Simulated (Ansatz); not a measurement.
# TiSbSe4: what a guessed cell relaxes into

Aim: relax a trial structure of TiSbSe4 and see where it ends.

Computed with Ansatz 0.2.0 (DFT PBE, scalar-relativistic, plane waves, PAW, unless a step's input says otherwise).

**1. The starting structure**

The structure is cubic, space group F-43m (No. 216). Conventional cell: a = 8.606 Å, b = 8.606 Å, c = 8.606 Å, α = 90.00°, β = 90.00°, γ = 90.00°. Ti (site symmetry -43m) has 12 Se at 3.56 Å and 4 Sb at 3.73 Å in its first shell of neighbours. Sb (site symmetry -43m) is surrounded by 12 Se at 3.57 Å and 4 Ti at 3.73 Å. Se (site symmetry 3m) is surrounded by 6 Se at 3.00 to 3.08 Å and 3 Ti at 3.56 Å and 3 Sb at 3.57 Å.

Structure file:

```xyz
6
Lattice="0.0000 4.3031 4.3031 4.3031 0.0000 4.3031 4.3031 4.3031 0.0000" Properties=species:S:1:pos:R:3 pbc="T T T"
Ti    6.4547    6.4547    6.4547
Sb    0.0000    0.0000    0.0000
Se    5.3644    5.3644    3.2419
Se    3.2419    5.3644    5.3644
Se    5.3644    3.2419    5.3644
Se    3.2419    3.2419    3.2419
```

The cell is invented: species swapped into a database cell of NdMgNi4 (F-43m, No. 216), with Sb on the Nd sites, Ti on the Mg sites and Se on the Ni sites. Its size is a rough estimate.

**2. The guess as it stands, on a coarse mesh**

The input, input.yaml:

```yaml
crystal:
  lattice:
    - [0.0, 4.30311926, 4.30311926]
    - [4.30311926, 0.0, 4.30311926]
    - [4.30311926, 4.30311926, 0.0]
  atoms:
    - { symbol: Ti, position: [0.75, 0.75, 0.75], spin: 1.0 }
    - { symbol: Sb, position: [0.0, 0.0, 0.0] }
    - { symbol: Se, position: [0.37668796, 0.37668796, 0.86993611] }
    - { symbol: Se, position: [0.86993611, 0.37668796, 0.37668796] }
    - { symbol: Se, position: [0.37668796, 0.86993611, 0.37668796] }
    - { symbol: Se, position: [0.37668796, 0.37668796, 0.37668796] }
basis:
  ecutwfc: 420
kpoints:
  mp_grid: { grid: [4, 4, 4] }
hamiltonian:
  xc: pbe
scf:
  occupations: { method: gaussian, width: 0.1 }
  lower_state_search: "off"
output:
  forces: true
  stress: true
  eigenvalues: true
  populations: true
magnetization:
  spin_polarized: true
```

Started as:

```console
$ ansatz run input.yaml --threads 1 --pin off --max-ram 2560MiB --backend cpu --events-out ev --progress --plain --runs-dir out
```

Output (excerpt; [...] marks lines left out):

```text
[...]
SCF converged after 22 iterations
Magnetization: 1.5157 μB (46.2579 up, 44.7421 down)
Absolute magnetization: 2.3876 μB (∫|ρ↑−ρ↓|, with the PAW one-centre terms)
Spin contamination: 0.4805 ħ² per cell (⟨S²⟩ above its minimum at these occupations)
Per-site moments (μB) at R_I (Å): [(1.748594673018452, 1.4700114339868946), (-0.06274143513976542, 1.4736248944454442), (-0.07039004776761332, 1.23819144316277), (-0.07039004776761326, 1.23819144316277), (-0.07039004776761329, 1.23819144316277), (-0.07039004776761351, 1.23819144316277)]
Free energy (F): -30856.092131 eV
[...]
E sigma→0 (E₀):  -30856.068780 eV
Entropy (-TS):   -0.046701 eV (-7.783 meV/atom)
Fermi energy:    8.441147 eV
[...]
--- Forces (eV/Å), atoms counted from 1 ---
  atom   1  Ti     0.00000000    -0.00000000     0.00000000
  atom   2  Sb     0.00000000    -0.00000000    -0.00000000
  atom   3  Se    -0.00837682    -0.00837682     0.00837682
  atom   4  Se     0.00837682    -0.00837682    -0.00837682
  atom   5  Se    -0.00837682     0.00837682    -0.00837682
  atom   6  Se     0.00837682     0.00837682     0.00837682
[...]
--- Stress (GPa, compression-positive) ---
       -7.223809      -0.000000       0.000000
        0.000000      -7.223809      -0.000000
        0.000000      -0.000000      -7.223809
  P = ⅓ Tr σ = -7.2238 GPa (-72.238 kbar)
--- Band table (eV; the first three rows and the last of 16) ---
[...]
--- Löwdin populations: 6 sites ---
  site symbol       q [e]    m [muB]
     0     Ti     11.2021     1.9453
     1     Sb     14.9495    -0.0967
     2     Se     16.1372    -0.0884
     3     Se     16.1372    -0.0884
     4     Se     16.1372    -0.0884
     5     Se     16.1372    -0.0884
  spilling = 0.003293 (of n_electrons = 91.000000)
```

Run time: 55 s. Hardware: 1 thread of AMD EPYC (Zen 3), shared host; peak memory 0.5 GiB.

Site by site:

| atom | moment in the atom's sphere (μB) | Löwdin electrons |
| --- | --- | --- |
| Ti1 | 1.75 | 11.20 |
| Sb2 | -0.06 | 14.95 |
| Se3 | -0.07 | 16.14 |
| Se4 | -0.07 | 16.14 |
| Se5 | -0.07 | 16.14 |
| Se6 | -0.07 | 16.14 |

The Löwdin counts miss 0.30 of the 91 electrons, which the atomic orbitals do not span, so they are no charges.

The probe gives pressure -7.2 GPa, largest force 0.01 eV/Å, gap on this mesh none (metal). A guess like this is first relaxed loosely on the coarse mesh.

**3. A loose first relaxation**

Changes to input.yaml since step 2:

```diff
@@ -28 +28,6 @@
   spin_polarized: true
+relax:
+  adjacent_minimum: "off"
+  f_tol: 0.04
+  max_steps: 70
+  cell: { stress_tol: 0.4 }
```

Started as:

```console
$ ansatz run input.yaml --threads 1 --pin off --max-ram 2560MiB --backend cpu --events-out ev --progress --plain --runs-dir out
```

Output:

```text
Warning: RAYON_NUM_THREADS=1 ignored (pool sized by the plan → 1); use --threads N
Engine: ansatz 0.2.0, x86_64-unknown-linux-gnu
Pseudopotentials: kind: paw
Pseudopotential: Ti, paw, valence charge 12, recommended cutoff 420 eV (normal), Ti.paw.azcp
Pseudopotential: Sb, paw, valence charge 15, recommended cutoff 420 eV (normal), Sb.paw.azcp
Pseudopotential: Se, paw, valence charge 16, recommended cutoff 420 eV (normal), Se.paw.azcp
Functional definition: PBE
  parameter kappa = 0.804
  parameter beta = 0.06672455060314922
  exchange = pbe_x(kappa = kappa, mu = beta*pi^2/3)
  correlation = pbe_c(beta = beta)
Crystal: 6 atoms, lattice volume = 159.360 Å³
Basis set: ecut = 420 eV, 3119 PW (Γ), exchange–correlation on 90×90×90 points (8 copies of the dense FFT grid, shifted against one another)
Bands: 56, of which v1, the nominal top of the filled ones, is band 46 counted from 1 (45 counted from 0)
Symmetry: 24 space group operations
Space group: F-43m (ITA 216), of the structure as read, at distance tolerance 5.4e-5 Å
Magnetic group: BNS 216.74 (UNI 1576), of the structure as read, at distance tolerance 5.4e-5 Å
k-points: 8 of 64 (time reversal used)
Non-local potential: Ti, projectors of the file, l = 0: 3, l = 1: 2, l = 2: 3, l = 3: 1
Non-local potential: Sb, projectors of the file, l = 0: 2, l = 1: 2, l = 2: 2, l = 3: 2
Non-local potential: Se, projectors of the file, l = 0: 2, l = 1: 2, l = 2: 3, l = 3: 1
PAW form: soft (Blöchl's): semilocal exchange-correlation on the pseudo side does not see the compensation charge
PAW one-centre angular grid: Ti, 590 points (default); XC on 64 Gauss nodes
PAW one-centre angular grid: Sb, 590 points (default); XC on 64 Gauss nodes
PAW one-centre angular grid: Se, 590 points (default); XC on 64 Gauss nodes
Initial density: superposition of atomic densities (chi_scale 0.1, normalization cell, long waves kept (reshape's long-wave potential 0.01 eV rms))
Starting moments: Σ|m| = 1 μB on 1 of 6 sites
Initial wavefunctions: pseudopotential atomic-orbital guess
Functional: x = pbe(κ = 0.804, μ = 0.2195149727645171), c = pbe(β = 0.06672455060314922)
SCF iter   1: F=—  HF=-30865.861121 eV  |F-HF|=—  |Δ(HF+E_count)|=         —  Δρ=1.37e-1 (↑1.37e-1 ↓1.24e-1)  dr2=2.36e2  dr2_m=8.15e-2  M=1.481 μB ∫|m|=1.575 μB  β_m=1.00  ethr=3.10e-3  ⟨swp⟩=7.2  Hψ=3348  notcnv=0
preconditioner: auto → Kerker (q_TF=auto, 2.485 Å⁻¹)  [metal: Δε(μ)=0.026 eV  Ē_g=6.597 eV  σ=0.100 eV  W_gap=0.15  n_scr=50 (ndim 8)  ℏωp=16.9 eV  f_vac=0.000  D(μ)=10.32/eV (n_scr^D=112)]
spin=Collinear: Kerker preconditioning applied to the charge; magnetization (m = ρ↑ − ρ↓) channel mixes plain (no charge-response kernel on spin).
SCF iter   2: F=—  HF=-30865.199158 eV  |F-HF|=—  |Δ(HF+E_count)|=   6.62e-1  Δρ=8.32e-2 (↑8.32e-2 ↓4.50e-2)  dr2=4.16e1  dr2_m=6.01e-1  M=0.066 μB ∫|m|=0.105 μB  β_m=0.30  ethr=3.10e-3  ⟨swp⟩=4.3  Hψ=2045  notcnv=0  defer=57
SCF iter   3: F=—  HF=-30859.651144 eV  |F-HF|=—  |Δ(HF+E_count)|=    5.55e0  Δρ=6.20e-2 (↑6.20e-2 ↓3.56e-2)  dr2=2.71e1  dr2_m=2.81e-1  M=0.076 μB ∫|m|=0.101 μB  β_m=0.30  ethr=3.10e-3  ⟨swp⟩=3.6  Hψ=2040  notcnv=0  defer=16
SCF iter   4: F=—  HF=-30857.834752 eV  |F-HF|=—  |Δ(HF+E_count)|=    1.82e0  Δρ=9.80e-2 (↑9.80e-2 ↓4.46e-2)  dr2=7.25e1  dr2_m=1.14e0  M=1.935 μB ∫|m|=2.086 μB  β_m=1.00  ethr=3.10e-3  ⟨swp⟩=3.9  Hψ=2070  notcnv=0  defer=18
SCF iter   5: F=—  HF=-30856.532960 eV  |F-HF|=—  |Δ(HF+E_count)|=    1.30e0  Δρ=6.85e-2 (↑6.85e-2 ↓1.60e-2)  dr2=2.18e1  dr2_m=1.12e0  M=2.820 μB ∫|m|=3.236 μB  β_m=1.00  ethr=3.10e-3  ⟨swp⟩=2.5  Hψ=1158  notcnv=0  defer=16
SCF iter   6: F=—  HF=-30856.611153 eV  |F-HF|=—  |Δ(HF+E_count)|=   7.82e-2  Δρ=7.39e-2 (↑7.39e-2 ↓1.29e-2)  dr2=1.46e1  dr2_m=2.59e0  M=0.575 μB ∫|m|=0.863 μB  β_m=0.30  ethr=3.10e-3  ⟨swp⟩=3.1  Hψ=1877  notcnv=0  defer=16
SCF iter   7: F=—  HF=-30856.441739 eV  |F-HF|=—  |Δ(HF+E_count)|=   1.69e-1  Δρ=5.43e-2 (↑5.43e-2 ↓5.90e-3)  dr2=1.03e1  dr2_m=1.11e0  M=0.733 μB ∫|m|=0.956 μB  β_m=0.30  ethr=3.10e-3  ⟨swp⟩=2.1  Hψ=1108  notcnv=0  defer=21
SCF iter   8: F=—  HF=-30855.982530 eV  |F-HF|=—  |Δ(HF+E_count)|=   4.59e-1  Δρ=3.04e-3 (↑3.04e-3 ↓1.51e-3)  dr2=1.24e-2  dr2_m=6.91e-3  M=1.596 μB ∫|m|=2.038 μB  β_m=1.00  ethr=3.10e-3  ⟨swp⟩=2.2  Hψ=1093  notcnv=0  defer=19
SCF iter   9: F=—  HF=-30856.151935 eV  |F-HF|=—  |Δ(HF+E_count)|=   1.69e-1  Δρ=3.19e-2 (↑3.19e-2 ↓3.72e-3)  dr2=4.36e0  dr2_m=3.17e-1  M=2.137 μB ∫|m|=2.948 μB  β_m=1.00  ethr=1.36e-5  ⟨swp⟩=2.1  Hψ=1807  notcnv=0  defer=19
SCF iter  10: F=—  HF=-30856.046843 eV  |F-HF|=—  |Δ(HF+E_count)|=   1.05e-1  Δρ=1.55e-2 (↑1.55e-2 ↓9.74e-3)  dr2=2.34e0  dr2_m=1.38e-2  M=2.032 μB ∫|m|=3.132 μB  β_m=1.00  ethr=1.36e-5  ⟨swp⟩=2.2  Hψ=1620  notcnv=0  defer=19
SCF iter  11: F=—  HF=-30856.019284 eV  |F-HF|=—  |Δ(HF+E_count)|=   2.76e-2  Δρ=8.05e-3 (↑8.05e-3 ↓7.94e-3)  dr2=5.24e-3  dr2_m=9.11e-2  M=1.555 μB ∫|m|=2.675 μB  β_m=0.30  ethr=1.36e-5  ⟨swp⟩=2.0  Hψ=1786  notcnv=0  defer=22
Mixer restart at iter 11: flushing history
spin-set hold released at iteration 11 (site moments contracting): the magnetisation degrees of freedom join the quasi-Newton model from the next iteration; the mixer history was flushed
SCF iter  12: F=—  HF=-30856.047939 eV  |F-HF|=—  |Δ(HF+E_count)|=   2.87e-2  Δρ=8.37e-3 (↑8.37e-3 ↓5.73e-3)  dr2=1.88e-2  dr2_m=7.11e-2  M=1.501 μB ∫|m|=2.578 μB  β_m=0.65  ethr=5.76e-6  ⟨swp⟩=1.1  Hψ=925  notcnv=0  defer=22
SCF iter  13: F=—  HF=-30856.084919 eV  |F-HF|=—  |Δ(HF+E_count)|=   3.70e-2  Δρ=6.00e-3 (↑6.00e-3 ↓3.03e-3)  dr2=2.73e-1  dr2_m=3.76e-3  M=1.645 μB ∫|m|=2.779 μB  β_m=0.36  ethr=5.76e-6  ⟨swp⟩=2.0  Hψ=1717  notcnv=0  defer=22  recentre
SCF iter  14: F=—  HF=-30856.079520 eV  |F-HF|=—  |Δ(HF+E_count)|=   5.40e-3  Δρ=3.32e-3 (↑3.32e-3 ↓2.00e-3)  dr2=3.56e-3  dr2_m=9.53e-3  M=1.500 μB ∫|m|=2.533 μB  β_m=0.77  ethr=5.76e-6  ⟨swp⟩=2.0  Hψ=1707  notcnv=0  defer=22
SCF iter  15: F=—  HF=-30856.092090 eV  |F-HF|=—  |Δ(HF+E_count)|=   1.26e-2  Δρ=2.09e-3 (↑2.09e-3 ↓3.33e-4)  dr2=1.68e-2  dr2_m=1.40e-3  M=1.532 μB ∫|m|=2.477 μB  β_m=0.89  ethr=3.92e-6  ⟨swp⟩=2.0  Hψ=1730  notcnv=0  defer=22
SCF iter  16: F=—  HF=-30856.092287 eV  |F-HF|=—  |Δ(HF+E_count)|=   1.98e-4  Δρ=1.30e-3 (↑1.30e-3 ↓1.48e-4)  dr2=5.70e-3  dr2_m=6.07e-4  M=1.524 μB ∫|m|=2.432 μB  β_m=0.94  ethr=3.92e-6  ⟨swp⟩=2.1  Hψ=1135  notcnv=0  defer=22
SCF iter  17: F=—  HF=-30856.092099 eV  |F-HF|=—  |Δ(HF+E_count)|=   1.88e-4  Δρ=4.80e-4 (↑4.80e-4 ↓8.92e-5)  dr2=7.21e-4  dr2_m=9.38e-5  M=1.515 μB ∫|m|=2.406 μB  β_m=0.97  ethr=3.92e-6  ⟨swp⟩=1.1  Hψ=875  notcnv=0  defer=22
SCF iter  18: F=—  HF=-30856.092093 eV  |F-HF|=—  |Δ(HF+E_count)|=   5.70e-6  Δρ=9.12e-5 (↑9.12e-5 ↓1.97e-5)  dr2=4.03e-5  dr2_m=2.41e-6  M=1.511 μB ∫|m|=2.398 μB  β_m=0.99  ethr=7.93e-7  ⟨swp⟩=1.3  Hψ=885  notcnv=0  defer=22
SCF iter  19: F=—  HF=-30856.092130 eV  |F-HF|=—  |Δ(HF+E_count)|=   3.69e-5  Δρ=5.70e-5 (↑5.70e-5 ↓3.89e-6)  dr2=1.04e-5  dr2_m=1.30e-6  M=1.514 μB ∫|m|=2.398 μB  β_m=0.99  ethr=4.42e-8  ⟨swp⟩=1.0  Hψ=895  notcnv=0  defer=24
SCF iter  20: F=—  HF=-30856.092131 eV  |F-HF|=—  |Δ(HF+E_count)|=   6.86e-7  Δρ=3.04e-5 (↑3.04e-5 ↓1.65e-6)  dr2=3.30e-6  dr2_m=3.36e-7  M=1.515 μB ∫|m|=2.397 μB  β_m=0.84  ethr=1.15e-8  ⟨swp⟩=1.2  Hψ=881  notcnv=0  defer=24
iter 21 did not close the SCF: its close was put off for a magnetic moment that had not settled (scf_convergence_deferred on its scf_iter line)
SCF iter  21: F=-30856.092131 eV  HF=-30856.092131 eV  |F-HF|=1.88e-8  |Δ(HF+E_count)|=   1.02e-7  Δρ=3.08e-6 (↑3.08e-6 ↓1.19e-6)  dr2=2.59e-8  dr2_m=4.99e-9  M=1.516 μB ∫|m|=2.397 μB  β_m=0.92  ethr=1.10e-10  ⟨swp⟩=10.3  Hψ=3378  notcnv=0
SCF iter  22: F=-30856.092131 eV  HF=-30856.092131 eV  |F-HF|=6.04e-10  |Δ(HF+E_count)|=   3.54e-9  Δρ=6.06e-7 (↑6.06e-7 ↓3.27e-7)  dr2=1.16e-9  dr2_m=2.01e-10  M=1.516 μB ∫|m|=2.397 μB  ethr=2.85e-11  ⟨swp⟩=1.9  Hψ=2124  notcnv=0
SCF 1 converged in 22 iterations: F = -30856.092131 eV  dr2 = 1.16e-9
relax step   1: F+E_penalty+E_count = -30856.09213082 eV  Δ(F+E_penalty+E_count) = +0.000e0 eV  max|allowed force component| = 8.377e-3 eV/Å  Δτ_max = 0.0000 Å  P = -7.224 GPa  Ω = 159.360 Å³  (22 SCF iters, dr2 threshold 1.00e-7 eV, accepted)
[... 21 lines left out ...]
relax step   2: F+E_penalty+E_count = -30856.76861046 eV  Δ(F+E_penalty+E_count) = -6.765e-1 eV  max|allowed force component| = 1.254e-2 eV/Å  Δτ_max = 0.0058 Å  P = -1.636 GPa  Ω = 137.171 Å³  energy of the carried Pulay correction = +1.905e-3 eV  (13 SCF iters, dr2 threshold 6.00e-7 eV, accepted)
[... 18 lines left out ...]
relax step   3: F+E_penalty+E_count = -30856.78654534 eV  Δ(F+E_penalty+E_count) = -1.793e-2 eV  max|allowed force component| = 1.048e-2 eV/Å  Δτ_max = 0.0055 Å  P = +0.685 GPa  Ω = 131.777 Å³  energy of the carried Pulay correction = +2.413e-3 eV  (11 SCF iters, dr2 threshold 6.00e-7 eV, accepted)
[... 18 lines left out ...]
relax step   4: F+E_penalty+E_count = -30856.78959797 eV  Δ(F+E_penalty+E_count) = -3.053e-3 eV  max|allowed force component| = 1.173e-3 eV/Å  Δτ_max = 0.0022 Å  P = -0.030 GPa  Ω = 133.327 Å³  energy of the carried Pulay correction = +2.265e-3 eV  (10 SCF iters, dr2 threshold 6.00e-7 eV, accepted)
[... 12 lines left out ...]
relax step   5: F+E_penalty+E_count = -30856.78691678 eV  Δ(F+E_penalty+E_count) = +2.681e-3 eV  max|allowed force component| = 1.260e-3 eV/Å  Δτ_max = 0.0000 Å  P = -0.029 GPa  Ω = 133.327 Å³  stress off target by 2.87e-2 GPa  SCF on the basis re-selected at this cell (its energy is not comparable with the rows above)  (6 SCF iters)
basis re-selected at this cell: Δ(F+E_penalty+E_count) = +2.681e-3 eV, ΔP = +0.002 GPa vs the last step (what re-selecting the basis moved, of the pressure what is left beyond the Pulay correction that the steps carried, after the strain that the cell walked since its last selection, with what the two solves' SCF thresholds leave and, on support functions, any second-order correction that the steps lacked; it is no measure of the basis error at this ecutwfc). The dense FFT grid was sized anew with the basis: this SCF ran on 40×40×40 points, the steps before it on 45×45×45, so part of this shift can come from that change (see relax.cell in the input reference). This SCF's stress stands 2.87e-2 GPa from its target on what of the cell is left free (relax.cell.stress_tol is 4.00e-1 GPa) and its largest allowed force component is 1.26e-3 eV/Å (relax.f_tol is 4.00e-2 eV/Å): within both
SCF converged after 6 iterations
Magnetization: 1.4835 μB (46.2417 up, 44.7583 down)
Absolute magnetization: 1.8552 μB (∫|ρ↑−ρ↓|, with the PAW one-centre terms)
Spin contamination: 0.2769 ħ² per cell (⟨S²⟩ above its minimum at these occupations)
Per-site moments (μB) at R_I (Å): [(1.4168572216207893, 1.3857536487207291), (-0.0083637163671216, 1.3879330227351552), (-0.024649164820690923, 1.1724700163614785), (-0.024649164820690902, 1.1724700163614785), (-0.024649164820690742, 1.1724700163614785), (-0.02464916482069083, 1.1724700163614785)]
Free energy (F): -30856.786917 eV
Harris-Foulkes:  -30856.786917 eV  (|F-HF|=1.06e-9)
Internal energy: -30856.744991 eV  (E = F + TS)
E sigma→0 (E₀):  -30856.765954 eV
Entropy (-TS):   -0.041926 eV (-6.988 meV/atom)
Fermi energy:    11.137064 eV
--- Per-component energies (eV) ---
  E_band       = -1734.932100
  E_kinetic    = 944.079550
  E_local      = -11332.954911  (includes V_loc(G=0)·N_el)
  E_nonlocal   = -2003.365748
  E_hartree    = 5529.536394
  E_xc         = -649.159695
  E_vxc        = -606.111636  (∫ρ·V_xc dr)
  E_paw        = -13271.175498  (= ΣΔE_a)
  E_vpaw       = 204.346391  (= ΣTr[D̂ρ^β])
  E_aug_tail   = -0.002234  (compensation charges beyond the density's cutoff)
  E_ewald      = -10073.702850
  E_smearing   = -0.041926  (= −TS)
  E_closure    = 0.000000  (closes the sum)
  Σ components = -30856.786917   (vs F -30856.786917, Δ=0.00e0)
--- Forces (eV/Å), atoms counted from 1 ---
  atom   1  Ti     0.00000000     0.00000000    -0.00000000
  atom   2  Sb     0.00000000     0.00000000    -0.00000000
  atom   3  Se     0.00125989     0.00125989    -0.00125989
  atom   4  Se    -0.00125989     0.00125989     0.00125989
  atom   5  Se     0.00125989    -0.00125989     0.00125989
  atom   6  Se    -0.00125989    -0.00125989    -0.00125989
  max |Σ_I F_I| component: 1.24e-16 eV/Å
--- Stress (GPa, compression-positive) ---
       -0.028652       0.000000       0.000000
        0.000000      -0.028652      -0.000000
        0.000000      -0.000000      -0.028652
  P = ⅓ Tr σ = -0.0287 GPa (-0.287 kbar)
--- Band table (eV; the first three rows and the last of 16) ---
  k-point 0 ↑: bands = ["-47.1561", "-37.4951", "-37.4787", "-37.4787", "-37.4787", "-37.4589", "-37.4589", "-37.4547", "-37.4547", "-37.4547", "-37.4385", "-37.4385", "-37.4385", "-37.3616", "-37.3616", "-37.3616", "-37.3597", "-37.3597", "-37.3559", "-37.3559", "-37.3559", "-23.4103", "-23.4103", "-23.4103", "-18.0283", "-18.0283", "-18.0283", "-18.0258", "-18.0258", "-4.9292", "-1.2067", "-1.2067", "-1.2067", "2.3900", "3.4363", "5.2625", "5.2625", "5.2625", "6.8209", "6.8209", "9.8096", "9.8096", "9.8096", "11.5337", "11.5337", "11.5337", "11.7437", "11.7437", "11.9605", "12.2141", "12.2141", "12.2141", "13.2921", "13.2921", "13.2921", "18.0518"]
[... 3 lines left out ...]
--- Relaxed structure (4 steps of the walk, 4 accepted, 1 SCFs on fresh bases) ---
  F+E_penalty+E_count = -30856.78691678 eV   max|allowed force component| = 1.260e-3 eV/Å   (the final SCF, on the basis selected at the relaxed cell)
  cell:  # Å, volume = 133.3271 Å³
    - [-7.859611360741448e-33, 4.05473811681498, 4.05473811681498]
    - [4.05473811681498, 5.095372032895593e-35, 4.05473811681498]
    - [4.05473811681498, 4.05473811681498, -8.420102284359963e-33]
  atoms:
    - { symbol: Ti, position: [0.7500000000000001, 0.7500000000000001, 0.7500000000000001] }
    - { symbol: Sb, position: [2.5379621801864874e-17, 2.5513999011447238e-17, 2.5404817528661568e-17] }
    - { symbol: Se, position: [0.37608040266574244, 0.37608040266574244, 0.8717587920027727] }
    - { symbol: Se, position: [0.8717587920027727, 0.37608040266574244, 0.3760804026657424] }
    - { symbol: Se, position: [0.37608040266574244, 0.8717587920027727, 0.3760804026657424] }
    - { symbol: Se, position: [0.37608040266574244, 0.37608040266574244, 0.37608040266574244] }
--- Löwdin populations: 6 sites ---
  site symbol       q [e]    m [muB]
     0     Ti     11.2880     1.6045
     1     Sb     14.9900    -0.0204
     2     Se     16.0783    -0.0337
     3     Se     16.0783    -0.0337
     4     Se     16.0783    -0.0337
     5     Se     16.0783    -0.0337
  spilling = 0.004493 (of n_electrons = 91.000000)
```

Run time: 2.9 min. Hardware: 1 thread of AMD EPYC (Zen 3), shared host; peak memory 0.54 GiB.

Relaxation path:

```
step  energy from step 1 (eV/cell)  largest force component (eV/Å)  pressure (GPa)  volume (Å³)
   1                        0.0000                          0.0084           -7.22       159.36
   2                       -0.6765                          0.0125           -1.64       137.17
   3                       -0.6944                          0.0105            0.69       131.78
   4                       -0.6975                          0.0012           -0.03       133.33
   5                       -0.6948                          0.0013           -0.03       133.33
```

Step 1 is the start. Step 5 repeats the geometry before it on a plane-wave basis chosen anew for that cell, so its energy need not be comparable with the rows above.

Lengths and angles in the start's conventional setting:

|  | before | after | change |
| --- | --- | --- | --- |
| a (Å) | 8.606 | 8.109 | -5.8 % |
| b (Å) | 8.606 | 8.109 | -5.8 % |
| c (Å) | 8.606 | 8.109 | -5.8 % |
| volume (Å³/atom) | 26.56 | 22.22 | -16.3 % |
| shortest distance (Å) | 3.002 | 2.842 | -5.3 % |
| space group (0.01 Å) | F-43m | F-43m | same |

Forces and stress were held to the start's 24 operations: a distortion of lower symmetry was not tested.

Site by site:

| atom | moment in the atom's sphere (μB) | Löwdin electrons |
| --- | --- | --- |
| Ti1 | 1.42 | 11.29 |
| Sb2 | -0.01 | 14.99 |
| Se3 | -0.02 | 16.08 |
| Se4 | -0.02 | 16.08 |
| Se5 | -0.02 | 16.08 |
| Se6 | -0.02 | 16.08 |

The Löwdin counts miss 0.41 of the 91 electrons, which the atomic orbitals do not span, so they are no charges.

(Part 1 of 2 ends here.)
